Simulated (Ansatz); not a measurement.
# NaLaMnMoO6 (I-4) in Ansatz: convergence with k mesh

Aim: find how far k mesh must go before the results for NaLaMnMoO6 settle, at PBE. This setting moves, with any that are tied to it; all else stays.

All numbers are computed with Ansatz 0.2.0; they aren't measurements. Logs are shortened: lines on timing, memory, paths and dates and some standing lists are left out, and cuts for length are marked.

## Step 1: The structure

The structure is tetragonal, space group I-4 (No. 82). The conventional cell has a = 5.446 Å, b = 5.446 Å, c = 7.798 Å, α = 90.00°, β = 90.00°, γ = 90.00°. Around Na (site symmetry -4) lie 8 O at 2.51 to 2.72 Å. La (site symmetry -4) has 8 O at 2.51 to 2.72 Å as nearest neighbours. Mn (site symmetry -4) is surrounded by 6 O at 1.93 to 1.94 Å. Mo (site symmetry -4) is surrounded by 6 O at 1.96 to 1.97 Å. Around O (site symmetry 1) lie 1 Mn at 1.94 Å and 1 Mo at 1.97 Å. Around O (site symmetry 2) lie 1 Mn at 1.93 Å and 1 Mo at 1.96 Å.

The cell was built by a generator and needn't be a form met in nature.

## Step 2: With k mesh 2 × 2 × 2

The input, input.yaml:

```yaml
crystal:
  lattice:
    - [-2.72294, 2.72294, 3.89889]
    - [2.72294, -2.72294, 3.89889]
    - [2.72294, 2.72294, -3.89889]
  atoms:
    - { symbol: Na, position: [0.25, 0.75, 0.5] }
    - { symbol: La, position: [0.75, 0.25, 0.5] }
    - { symbol: Mn, position: [0.5, 0.5, 0.0], spin: 4.0 }
    - { symbol: Mo, position: [0.0, 0.0, 0.0], spin: 1.0 }
    - { symbol: O, position: [0.20766, 0.29607, 0.50371] }
    - { symbol: O, position: [0.29605, 0.79234, 0.08841] }
    - { symbol: O, position: [0.79236, 0.70395, 0.49629] }
    - { symbol: O, position: [0.70393, 0.20764, 0.91159] }
    - { symbol: O, position: [0.25194, 0.25194, 0.0] }
    - { symbol: O, position: [0.74806, 0.74806, 0.0] }
hamiltonian:
  xc: pbe
  pseudopotentials: { kind: paw }
magnetization:
  spin_polarized: true
kpoints:
  mp_grid: { grid: [2, 2, 2] }
scf:
  occupations: { method: fermi_dirac, width: 0.05 }
output:
  forces: true
  stress: true
  eigenvalues: true
```

Potentials or basis: Ansatz PAW.

Started as:

```
ansatz run input.yaml --threads 8 --pin off --max-ram 20480MiB --backend cpu --events-out ev --progress --plain --runs-dir out
```

Run time: 2.1 s. Hardware: 8 threads of Arm Neoverse V1, shared host; peak memory 0.56 GiB.

Results:

| Item | Value |
| --- | --- |
| Free energy | -20003.7538 eV |
| Pressure | 2.2 GPa |
| Largest force | 0.423 eV/Å |
| Band gap on the k mesh | none (metal or under the smearing width) |
| Net moment | 2.46 μB per cell |
| Absolute moment | 4.04 μB per cell |
| Site moments | Na -0.00; La -0.02; Mn +2.66; Mo -0.36; O +0.01 μB |

## Step 3: With k mesh 3 × 3 × 3

input.yaml, as its differences from that of step 2:

```diff
@@ -22,3 +22,3 @@
 kpoints:
-  mp_grid: { grid: [2, 2, 2] }
+  mp_grid: { grid: [3, 3, 3] }
 scf:
```

Potentials or basis: Ansatz PAW.

Started as:

```
ansatz run input.yaml --threads 8 --pin off --max-ram 20480MiB --backend cpu --events-out ev --progress --plain --runs-dir out
```

It took 3.7 s on 8 threads of Arm Neoverse V1, shared host; peak memory 0.61 GiB.

What came out:

```yaml
Free_energy: -20003.7352 eV
Pressure: -0.4 GPa
Largest_force: 0.149 eV/Å
Band_gap_on_the_k_mesh: none (metal or under the smearing width)
Net_moment: 1.60 μB per cell
Absolute_moment: 3.45 μB per cell
Site_moments: Na -0.00; La -0.02; Mn +2.06; Mo -0.45; O +0.01 μB
```

## Step 4: With k mesh 4 × 4 × 4

input.yaml, as its differences from that of step 3:

```diff
@@ -22,3 +22,3 @@
 kpoints:
-  mp_grid: { grid: [3, 3, 3] }
+  mp_grid: { grid: [4, 4, 4] }
 scf:
```

Started as:

```
ansatz run input.yaml --threads 8 --pin off --max-ram 20480MiB --backend cpu --events-out ev --progress --plain --runs-dir out
```

Run time: 6.5 s. Hardware: 8 threads of Arm Neoverse V1, shared host; peak memory 0.68 GiB.

Results:

```
Free energy            : -20003.6978 eV
Pressure               : -0.7 GPa
Largest force          : 0.130 eV/Å
Band gap on the k mesh : none (metal or under the smearing width)
Net moment             : 1.52 μB per cell
Absolute moment        : 3.31 μB per cell
Site moments           : Na +0.00; La -0.02; Mn +1.98; Mo -0.44; O +0.01, +0.00 μB
```

## Step 5: With k mesh 5 × 5 × 5

input.yaml, as its differences from that of step 4:

```diff
@@ -22,3 +22,3 @@
 kpoints:
-  mp_grid: { grid: [4, 4, 4] }
+  mp_grid: { grid: [5, 5, 5] }
 scf:
```

Started as:

```
ansatz run input.yaml --threads 8 --pin off --max-ram 20480MiB --backend cpu --events-out ev --progress --plain --runs-dir out
```

Run time: 9.7 s. Hardware: 8 threads of Arm Neoverse V1, shared host; peak memory 0.73 GiB.

What came out:

| Quantity | Value |
| --- | --- |
| Free energy | -20003.6829 eV |
| Pressure | 0.5 GPa |
| Largest force | 0.118 eV/Å |
| Band gap on the k mesh | none (metal or under the smearing width) |
| Net moment | 2.10 μB per cell |
| Absolute moment | 3.53 μB per cell |
| Site moments | Na +0.00; La -0.01; Mn +2.29; Mo -0.34; O +0.02, +0.01 μB |

## Step 6: With k mesh 6 × 6 × 6

input.yaml, as its differences from that of step 5:

```diff
@@ -22,3 +22,3 @@
 kpoints:
-  mp_grid: { grid: [5, 5, 5] }
+  mp_grid: { grid: [6, 6, 6] }
 scf:
```

Potentials or basis: Ansatz PAW.

Started as:

```
ansatz run input.yaml --threads 8 --pin off --max-ram 20480MiB --backend cpu --events-out ev --progress --plain --runs-dir out
```

It took 16 s on 8 threads of Arm Neoverse V1, shared host; peak memory 0.82 GiB.

The run converged. Its results:

- Free energy: -20003.6936 eV
- Pressure: -0.1 GPa
- Largest force: 0.046 eV/Å
- Band gap on the k mesh: none (metal or under the smearing width)
- Net moment: 1.80 μB per cell
- Absolute moment: 3.42 μB per cell
- Site moments: Na +0.00; La -0.01; Mn +2.13; Mo -0.39; O +0.01 μB

## Step 7: With k mesh 8 × 8 × 8

input.yaml, as its differences from that of step 6:

```diff
@@ -22,3 +22,3 @@
 kpoints:
-  mp_grid: { grid: [6, 6, 6] }
+  mp_grid: { grid: [8, 8, 8] }
 scf:
```

Started as:

```
ansatz run input.yaml --threads 8 --pin off --max-ram 20480MiB --backend cpu --events-out ev --progress --plain --runs-dir out
```

It took 33 s on 8 threads of Arm Neoverse V1, shared host; peak memory 1.1 GiB.

Results (log left out):

```
Free energy            : -20003.6917 eV
Pressure               : 0.1 GPa
Largest force          : 0.010 eV/Å
Band gap on the k mesh : none (metal or under the smearing width)
Net moment             : 1.86 μB per cell
Absolute moment        : 3.46 μB per cell
Site moments           : Na +0.00; La -0.01; Mn +2.17; Mo -0.39; O +0.01 μB
```

## Step 8: With k mesh 10 × 10 × 10

input.yaml, as its differences from that of step 7:

```diff
@@ -22,3 +22,3 @@
 kpoints:
-  mp_grid: { grid: [8, 8, 8] }
+  mp_grid: { grid: [10, 10, 10] }
 scf:
```

Started as:

```
ansatz run input.yaml --threads 8 --pin off --max-ram 20480MiB --backend cpu --events-out ev --progress --plain --runs-dir out
```

It took 59 s on 8 threads of Arm Neoverse V1, shared host; peak memory 1.5 GiB.

The run converged. Its results:

| Quantity | Value |
| --- | --- |
| Free energy | -20003.6924 eV |
| Pressure | 0.0 GPa |
| Largest force | 0.017 eV/Å |
| Band gap on the k mesh | none (metal or under the smearing width) |
| Net moment | 1.86 μB per cell |
| Absolute moment | 3.46 μB per cell |
| Site moments | Na +0.00; La -0.01; Mn +2.17; Mo -0.38; O +0.01 μB |

## Step 9: With k mesh 11 × 11 × 11

input.yaml, as its differences from that of step 8:

```diff
@@ -22,3 +22,3 @@
 kpoints:
-  mp_grid: { grid: [10, 10, 10] }
+  mp_grid: { grid: [11, 11, 11] }
 scf:
```

Potentials or basis: Ansatz PAW.

Started as:

```
ansatz run input.yaml --threads 8 --pin off --max-ram 20480MiB --backend cpu --events-out ev --progress --plain --runs-dir out
```

The program printed:

```text
Warning: RAYON_NUM_THREADS=8 ignored (pool sized by the plan → 8); use --threads N
Engine: ansatz 0.2.0, aarch64-unknown-linux-gnu
Pseudopotentials: kind: paw
Pseudopotential: Na, paw, valence charge 9, recommended cutoff 420 eV (normal), Na.paw.azcp
Pseudopotential: La, paw, valence charge 11, recommended cutoff 420 eV (normal), La.paw.azcp
Pseudopotential: Mn, paw, valence charge 15, recommended cutoff 420 eV (normal), Mn.paw.azcp
Pseudopotential: Mo, paw, valence charge 14, recommended cutoff 420 eV (normal), Mo.paw.azcp
Pseudopotential: O, paw, valence charge 6, recommended cutoff 420 eV (normal), O.paw.azcp
Functional definition: PBE
  parameter kappa = 0.804
  parameter beta = 0.06672455060314922
  exchange = pbe_x(kappa = kappa, mu = beta*pi^2/3)
[... 67 lines left out ...]
  E_ewald      = -6763.052601
  E_smearing   = -0.029317  (= −TS)
  E_closure    = -0.000000  (closes the sum)
  Σ components = -20003.692103   (vs F -20003.692103, Δ=0.00e0)
--- Forces (eV/Å), atoms counted from 1 ---
  atom   1  Na     0.00000000     0.00000000     0.00000000
  atom   2  La     0.00000000     0.00000000     0.00000000
  atom   3  Mn     0.00000000     0.00000000     0.00000000
  atom   4  Mo     0.00000000     0.00000000     0.00000000
  atom   5  O      0.00182725    -0.01394851    -0.00283720
  atom   6  O      0.01394851     0.00182725     0.00283720
  atom   7  O     -0.00182725     0.01394851    -0.00283720
  atom   8  O     -0.01394851    -0.00182725     0.00283720
  atom   9  O     -0.00000000    -0.00000000    -0.00360580
  atom  10  O      0.00000000     0.00000000     0.00360580
  max |Σ_I F_I| component: 6.25e-17 eV/Å
--- Stress (GPa, compression-positive) ---
        0.124796       0.000003       0.000000
       -0.000003       0.124796       0.000000
        0.000000       0.000000      -0.082262
  P = ⅓ Tr σ = 0.0558 GPa (0.558 kbar)
--- Band table (eV; the first three rows and the last of 372) ---
  k-point 0 ↑: bands = ["-69.3812", "-50.3352", "-39.3692", "-38.1082", "-38.1082", "-38.1006", "-24.4808", "-24.4702", "-24.4702", "-20.2452", "-11.3061", "-11.3061", "-11.2793", "-7.5586", "-6.8836", "-6.6661", "-6.2890", "-6.2890", "-6.2593", "-4.0976", "-4.0976", "-3.8499", "4.8096", "5.0642", "5.0801", "5.8310", "5.9260", "5.9260", "7.0893", "7.0893", "7.1072", "8.5169", "8.6483", "8.6483", "9.3918", "9.3952", "9.3952", "9.4823", "9.6191", "9.6191", "9.8378", "10.1708", "10.1708", "11.8514", "12.2467", "13.3624", "13.3624", "13.6488", "14.6950", "14.7123", "14.7123", "14.7928", "14.8074", "14.9799", "14.9799"]
  k-point 1 ↑: bands = ["-69.3812", "-50.3352", "-39.3692", "-38.1082", "-38.1082", "-38.1006", "-24.4808", "-24.4705", "-24.4703", "-20.2440", "-11.3069", "-11.3065", "-11.2795", "-7.5566", "-6.8893", "-6.6706", "-6.3623", "-6.3080", "-6.2499", "-4.0519", "-4.0341", "-3.8056", "4.8270", "5.0654", "5.2102", "5.8189", "5.9303", "5.9778", "6.9249", "7.0731", "7.0898", "8.3397", "8.4895", "8.5406", "9.1882", "9.2957", "9.3236", "9.4519", "9.4927", "9.7400", "10.0858", "10.1805", "10.2754", "12.0271", "12.3483", "13.3462", "13.3548", "13.6399", "14.6790", "14.6993", "14.7074", "14.7834", "14.8043", "14.9439", "14.9594"]
  k-point 2 ↑: bands = ["-69.3812", "-50.3352", "-39.3692", "-38.1082", "-38.1082", "-38.1006", "-24.4809", "-24.4711", "-24.4704", "-20.2408", "-11.3089", "-11.3073", "-11.2800", "-7.5662", "-6.8980", "-6.6795", "-6.4763", "-6.3563", "-6.2857", "-3.9309", "-3.8670", "-3.6904", "4.7982", "5.0503", "5.5885", "5.7220", "6.0584", "6.1206", "6.5438", "7.0248", "7.0433", "8.0075", "8.1477", "8.3006", "8.6655", "9.1349", "9.1692", "9.3912", "9.4917", "9.8511", "9.9942", "10.5265", "10.5610", "12.1074", "12.7732", "13.3093", "13.3636", "13.6282", "14.6401", "14.6678", "14.7151", "14.7587", "14.7809", "14.8969", "14.9222"]
  k-point 185 ↓: bands = ["-66.6329", "-50.7764", "-39.3689", "-35.4667", "-35.4102", "-35.4102", "-25.0056", "-24.9260", "-24.9259", "-20.2416", "-11.3091", "-11.3087", "-11.2896", "-7.7432", "-6.9977", "-6.6180", "-6.5214", "-6.4836", "-6.2512", "-3.6204", "-3.5876", "-3.1870", "4.4853", "5.1947", "5.2990", "5.6608", "6.3473", "6.3769", "7.0200", "7.1463", "7.5353", "7.7018", "7.7675", "8.1650", "8.3003", "8.4542", "8.5180", "9.2201", "9.3210", "9.7051", "11.5201", "13.0255", "13.0367", "13.2243", "13.4697", "13.4721", "14.0919", "14.2423", "14.6338", "14.6434", "14.6764", "14.6802", "14.6857", "14.8428", "14.8656"]
```

Run time: 81 s. Hardware: 8 threads of Arm Neoverse V1, shared host; peak memory 1.9 GiB.

What came out:

| Property | Result |
| --- | --- |
| Free energy | -20003.6921 eV |
| Pressure | 0.1 GPa |
| Largest force | 0.014 eV/Å |
| Band gap on the k mesh | none (metal or under the smearing width) |
| Net moment | 1.87 μB per cell |
| Absolute moment | 3.46 μB per cell |
| Site moments | Na +0.00; La -0.01; Mn +2.18; Mo -0.38; O +0.01 μB |

## Step 10: Summary

```csv
k mesh,"energy less the tightest run, at zero smearing (meV/atom)",pressure (GPa),largest force (eV/Å),absolute moment (μB),SCF cycles,CPU time (s),peak memory (GiB)
2 × 2 × 2,-5.52,2.16,0.423,4.04,15,10,0.56
3 × 3 × 3,-5.32,-0.43,0.149,3.45,17,22,0.61
4 × 4 × 4,-0.89,-0.65,0.130,3.31,16,42,0.68
5 × 5 × 5,1.05,0.50,0.118,3.53,15,65,0.73
6 × 6 × 6,-0.25,-0.12,0.046,3.42,17,110,0.82
8 × 8 × 8,0.03,0.05,0.010,3.46,16,230,1.1
10 × 10 × 10,-0.09,0.03,0.017,3.46,16,430,1.5
11 × 11 × 11,0.00,0.06,0.014,3.46,17,590,1.9
```

Against the tightest run, the energy stays within 1 meV/atom from 6 × 6 × 6 on; the pressure stays within 0.1 GPa from 8 × 8 × 8 on; the largest force stays within 0.005 eV/Å from 8 × 8 × 8 on; the absolute moment stays within 0.02 μB from 8 × 8 × 8 on. Meshes of other sizes hit other points, so gaps and Fermi surfaces needn't settle smoothly. The tightest run that finished is the yardstick and may itself not be fully converged.

Caveats: a cell with one magnetic atom can't hold antiferromagnetic order, which such compounds often take; semilocal functionals often make such compounds metallic where correlation or magnetic order opens a gap, which also shifts bond lengths; the starting moments weren't kept.
